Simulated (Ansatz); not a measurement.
# O: the cost of one run

Program: Ansatz 0.2.0. Level of theory: DFT r2SCAN, scalar-relativistic, plane waves, PAW. These are calculated values, not measurements.

## (1) The structure to begin with

It takes space group Pmmm (No. 47, orthorhombic). Conventional cell: a = 11.000 Å, b = 11.500 Å, c = 12.000 Å, α = 90.00°, β = 90.00°, γ = 90.00°. Around O (site symmetry mm2) lie 1 O at 1.22 Å.

Structure file:

```
CELL_PARAMETERS angstrom
11.00000 0.00000 0.00000
0.00000 11.50000 0.00000
0.00000 0.00000 12.00000
ATOMIC_POSITIONS crystal
O 0.50000 0.50000 0.44917
O 0.50000 0.50000 0.55083
```

## (2) Relaxing the atoms: O2 in a box

input.yaml

```yaml
crystal:
  lattice:
    - [11.0, 0.0, 0.0]
    - [0.0, 11.5, 0.0]
    - [0.0, 0.0, 12.0]
  atoms:
    - { symbol: O, position: [0.5, 0.5, 0.4491666667] }
    - { symbol: O, position: [0.5, 0.5, 0.5508333333] }
scf:
  occupations: { method: gaussian, width: 0.02 }
output:
  forces: true
  write_density: true
  write_potential: true
  elf: true
  volumetric_format: npy
hamiltonian:
  xc: r2scan
magnetization:
  spin_polarized: true
  initial_magnetization: 2
kpoints:
  mp_grid: { grid: [1, 1, 1] }
relax:
  f_tol: 0.01
```

Command:

```bash
ansatz run input.yaml --threads 2 --pin off --max-ram 6144MiB --backend cpu --events-out ev --progress --plain --runs-dir out
```

What time and memory should one allow on 2 threads of Intel Xeon at 2.30GHz, shared host?

About 6.1 min, with a peak of 3.8 GiB.
